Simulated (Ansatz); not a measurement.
# BI3 (boron triiodide) at PBE/def2-SVP (core potential)

What is the vertical ionisation energy of BI3 (boron triiodide) at PBE/def2-SVP (core potential)? 

Program for the calculation: Ansatz 0.2.0.

35 further runs of the same task are left out: 1 that didn't finish, 34 set aside as unsound or not needed.

### Step 1. The system as given

BI3 has 4 atoms, charge 0, and is taken as a singlet. As SMILES, `IB(I)I`. Geometry: relaxed at PBE0-D4/def2-TZVP.

Bond lengths: I1–B2 2.110 Å, B2–I3 2.110 Å, B2–I4 2.110 Å. Angles: I1–B2–I3 120.0°, I1–B2–I4 120.0°, I3–B2–I4 120.0°.

### Step 2. A single-point energy at PBE/def2-SVP (core potential)

File job.yaml:

```yaml
crystal:
  periodic: [false, false, false]
  atoms:
    - {symbol: I, position_ang: [-1.308500, -0.295200, 1.615600]}
    - {symbol: B, position_ang: [0.013900, -0.015100, -0.005100]}
    - {symbol: I, position_ang: [1.876800, -1.006300, -0.030300]}
    - {symbol: I, position_ang: [-0.526500, 1.256300, -1.600500]}
basis:
  gaussian: {orbitals: def2-SVP}
hamiltonian: {xc: pbe}
accuracy: high
output: {orbitals: {seedname: orbitals}}
```

The run is started by

```bash
$ ansatz run job.yaml --threads 1 --pin off --max-ram 3480MiB --events-out events.jsonl --progress --plain --runs-dir runs
```

Log:

```text
Warning: RAYON_NUM_THREADS=1 ignored (pool sized by the plan → 1); use --threads N
Functional definition: PBE
  name "PBE"
  parameter kappa = 0.804
  parameter beta = 0.06672455060314922
  exchange = pbe_x(kappa = kappa, mu = beta*pi^2/3)
  correlation = pbe_c(beta = beta)
2268 factors; integrals over basis functions are off by at most 2.8e-9 eV
mean field evaluation 1: about -24976.7757 eV, gradient 2.2e1 eV
mean field evaluation 2: about -24969.9455 eV, gradient 4.8e1 eV
mean field evaluation 4: about -24978.2237 eV, gradient 9.6e-1 eV
mean field evaluation 8: about -24978.2218 eV, gradient 1.4e-2 eV
mean field evaluation 16: about -24978.2218 eV, gradient 2.2e-6 eV
mean field -24978.22181685 eV, -917.9327209224 hartree, gradient 2.6e-8 eV, S^2 0.000000; 0 other end points of the search recorded, 0 dependent functions left out
reference -24978.22181925 eV, -917.9327210106 hartree; 40, 40 occupied and 52, 52 virtual orbitals, 2268 factors
Total energy: -24978.22181925 eV, -917.9327210106 hartree
```

It took 9.3 s on 1 thread of Intel Xeon Platinum 8488C (Sapphire Rapids), shared host; peak memory 0.28 GiB.

### Step 3. The doublet cation

File in.yaml:

```yaml
crystal:
  periodic: [false, false, false]
  atoms:
    - {symbol: I, position_ang: [-1.308500, -0.295200, 1.615600]}
    - {symbol: B, position_ang: [0.013900, -0.015100, -0.005100]}
    - {symbol: I, position_ang: [1.876800, -1.006300, -0.030300]}
    - {symbol: I, position_ang: [-0.526500, 1.256300, -1.600500]}
basis:
  gaussian:
    orbitals: def2-SVP
total_charge: 1
output:
  orbitals: {seedname: orbitals}
accuracy: high
hamiltonian:
  xc: pbe
magnetization:
  spin_polarized: true
  initial_magnetization: 1
```

The run is started by

```bash
$ ansatz run in.yaml --threads 1 --pin off --max-ram 3480MiB --events-out events.jsonl --progress --plain --runs-dir runs
```

Log:

```text
Warning: RAYON_NUM_THREADS=1 ignored (pool sized by the plan → 1); use --threads N
[... 6 set-up lines as earlier in the session ...]
2267 factors; integrals over basis functions are off by at most 2.8e-9 eV
mean field evaluation 1: about -24963.0735 eV, gradient 3.3e1 eV
mean field evaluation 2: about -24941.1262 eV, gradient 6.0e1 eV
mean field evaluation 4: about -24969.4921 eV, gradient 2.1e0 eV
mean field evaluation 8: about -24969.5156 eV, gradient 2.7e-1 eV
mean field evaluation 16: about -24969.5162 eV, gradient 2.0e-4 eV
mean field evaluation 32: about -24969.4115 eV, gradient 1.2e0 eV
mean field -24969.51623992 eV, -917.6127968712 hartree, gradient 5.8e-8 eV, S^2 0.751145; 6 other end points of the search recorded, 0 dependent functions left out
reference -24969.51624243 eV, -917.6127969634 hartree; 40, 39 occupied and 52, 53 virtual orbitals, 2267 factors
Total energy: -24969.51624243 eV, -917.6127969634 hartree
```

Run time: 27 s. Hardware: 1 thread of Intel Xeon Platinum 8488C (Sapphire Rapids), shared host; peak memory 0.37 GiB.

### Step 4. What came out

At PBE/def2-SVP (core potential):

```
                                          quantity          value
                         singlet BI3: total energy  -917.93272 Eh
                          singlet BI3: HOMO energy       -6.15 eV
                          singlet BI3: LUMO energy       -3.14 eV
                        singlet BI3: HOMO–LUMO gap        3.02 eV
                      doublet cation: total energy  -917.61280 Eh
doublet cation: HOMO energy (highest over α and β)      -11.75 eV
 doublet cation: LUMO energy (lowest over α and β)      -11.26 eV
                              doublet cation: ⟨S²⟩          0.751
vertical ionisation energy (to the doublet cation)       8.706 eV
```

**Reading.** Removing an electron at fixed nuclei costs 8.71 eV (201 kcal/mol). −ε(HOMO) before ionisation, 6.15 eV, is 2.55 eV below this ionisation energy.
